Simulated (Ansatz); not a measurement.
# C2H8AlFSi: one species, many methods

One table from this session's results is given with a row withheld; the runs are named, their logs left out.

The runs use Ansatz 0.2.0, Gaussian basis; functionals in def2-TZVPP, the program's frozen cores in correlated methods.

Levels to be run: LDA (SPW92), PBE-D4, revPBE-D4, BLYP-D4, r2SCAN-D4, B97M-V, PBE0-D4, B3LYP-D4, r2SCANh-D4, r2SCAN0-D4, HSE06-D4, BHLYP-D4, CAM-B3LYP-D4, LC-ωPBE, ωB97X-V, ωB97M-V, B2PLYP, PBE-QIDH; CCSD(T)/def2-SVP; CCSD(T)/def2-TZVPP; MP2/def2-QZVPP; extrapolation to the limit; RPA on PBE.

### The geometry

The geometry comes from an earlier relaxation with PBE0-D4 in a triple-zeta def2 set; it is a stationary point, not always the lowest conformer.

SMILES `C[Si](C)(F)[AlH2]`, 13 atoms, charge 0, spin multiplicity 1.

Atoms are counted from 1 here; the program's logs count them from 0.

Bond lengths: C1–Si2 1.870 Å, C1–H6 1.094 Å, C1–H7 1.092 Å, C1–H8 1.094 Å, Si2–C3 1.868 Å, Si2–F4 1.624 Å, Si2–Al5 2.484 Å, C3–H9 1.094 Å, C3–H10 1.092 Å, C3–H11 1.094 Å, Al5–H12 1.593 Å, Al5–H13 1.592 Å. Angles: Si2–C1–H6 110.5°, Si2–C1–H7 111.5°, Si2–C1–H8 110.7°, H6–C1–H7 108.2°, H6–C1–H8 107.9°, H7–C1–H8 108.0°, C1–Si2–C3 109.6°, C1–Si2–F4 106.7°, C1–Si2–Al5 113.1°, C3–Si2–F4 106.7°, C3–Si2–Al5 113.9°, F4–Si2–Al5 106.3°, Si2–C3–H9 110.3°, Si2–C3–H10 111.6°, Si2–C3–H11 110.7°, H9–C3–H10 107.7°, H9–C3–H11 108.1°, H10–C3–H11 108.3° and more.

The first run:

The input, in.yaml:

```yaml
crystal:
  periodic: [false, false, false]
  atoms:
    - {symbol: C, position_ang: [-1.771979, 0.114796, -0.210684]}
    - {symbol: Si, position_ang: [0.085651, 0.157292, -0.417006]}
    - {symbol: C, position_ang: [0.759167, -1.584911, -0.403392]}
    - {symbol: F, position_ang: [0.377246, 0.758846, -1.896740]}
    - {symbol: Al, position_ang: [1.209544, 1.683115, 1.188225]}
    - {symbol: H, position_ang: [-2.228411, -0.510683, -0.983726]}
    - {symbol: H, position_ang: [-2.206038, 1.114678, -0.280525]}
    - {symbol: H, position_ang: [-2.043493, -0.303446, 0.763281]}
    - {symbol: H, position_ang: [0.582236, -2.053542, 0.569294]}
    - {symbol: H, position_ang: [1.835406, -1.602246, -0.589095]}
    - {symbol: H, position_ang: [0.269437, -2.194953, -1.168033]}
    - {symbol: H, position_ang: [2.359845, 1.169647, 2.163727]}
    - {symbol: H, position_ang: [0.791789, 3.216608, 1.279574]}
basis:
  gaussian: {orbitals: def2-TZVPP}
hamiltonian: {xc: lda}
output: {orbitals: {seedname: orbitals}}
```

Command:

```bash
$ ansatz run in.yaml --threads 4 --pin off --events-out ev --progress --plain --max-ram 10444MiB
```

Among the steps run: LDA; PBE-D4 (GGA); revPBE-D4 (GGA); BLYP-D4 (GGA); r2SCAN-D4 (meta-GGA); B97M-V (meta-GGA); B3LYP-D4 (hybrid); r2SCANh-D4 (hybrid); r2SCAN0-D4 (hybrid); HSE06-D4 (hybrid); BHLYP-D4 (hybrid); CAM-B3LYP-D4 (range-separated); LC-ωPBE (range-separated); ωB97X-V (range-separated); ωB97M-V (range-separated); B2PLYP (double hybrid); PBE-QIDH (double hybrid).

One of the session's tables, all rows but one given; the rest of the session is left out.

It belongs to the step «Frontier levels by functional». 

```
  functional  HOMO (eV)  LUMO (eV)  gap (eV)
 LDA (SPW92)      -6.06      -3.07      2.99
      PBE-D4      -5.97      -2.84      3.14
   revPBE-D4      -5.93      -2.73      3.21
     BLYP-D4      -5.87      -2.71      3.16
   r2SCAN-D4      -6.21      -2.58      3.62
      B97M-V      -6.26      -2.79      3.47
     PBE0-D4      -7.09      -2.07      5.01
    B3LYP-D4      -6.92      -2.27      4.65
  r2SCANh-D4          ?          ?         ?
  r2SCAN0-D4      -7.24      -1.94      5.30
    HSE06-D4      -6.69      -2.44      4.25
    BHLYP-D4      -8.13      -1.29      6.84
CAM-B3LYP-D4      -8.38      -1.12      7.25
     LC-ωPBE      -9.64      -0.03      9.61
     ωB97X-V      -9.33      -0.16      9.17
     ωB97M-V      -9.09      -0.45      8.64
```

**Question.** Estimate the row for r2SCANh-D4.

Worked estimate for «HOMO (eV)». Against the share of exact exchange, r2SCAN-D4 (0, -6.21), r2SCAN0-D4 (0.25, -7.24) give a slope of -4.12 per unit share; at 0.1 the line stands at -6.62.

**Answer.** HOMO (eV): -6.62; LUMO (eV): -2.32; gap (eV): 4.30. In «HOMO (eV)» the line misses by 0.00.
